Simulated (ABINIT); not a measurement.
A run of ABINIT 10.8.3 (patched build) is set up as follows.

The input run.abi:

```
# Pseudopotentials
pp_dirpath "./"
pseudos "Si.upf, Ge.upf"

# Structure
acell 3*1.0
rprim
     8.1145406709     0.0000000000     0.0000000000
    -4.0572608868     7.0274001287     0.0000000000
     0.0000000000     0.0000000000     9.3981749356
ntypat 2
znucl 14 32
natom 4
typat 1 1 2 2
xred
     0.0000000000     0.0000000000     0.2500000000
     0.0000000000     0.0000000000     0.7500000000
     0.3333300000     0.6666700000     0.2500000000
     0.6666700000     0.3333300000     0.7500000000

# Plane-wave basis
ecut 35.0

# k points
kptopt 1
ngkpt 5 5 4
nshiftk 1
shiftk 0.0 0.0 0.0

# Exchange and correlation
ixc -116133

# Bands and occupations
nband 22
occopt 3
tsmear 0.00183747

# SCF cycle
nstep 100
tolvrs 1.0e-10

# Output
iomode 3
prtwf 0
prtden 0
prteig 0
prtebands 0
enunit 1
prtvol 2
```

Potentials or basis: PseudoDojo NC SR PBEsol v0.4.1 standard.

Launch:

```sh
$ mpirun --bind-to none -np 4 abinit run.abi > log 2>&1
```

Problem. What does it give for the pressure?

Solution. -3.2 GPa.

Problem. Predict the band gap on the k mesh.

Solution. None (metal or under the smearing width).

Stress tensor (GPa, compression positive):
```
-3.41  0.00  0.00
 0.00 -3.41  0.00
 0.00  0.00 -2.73
```
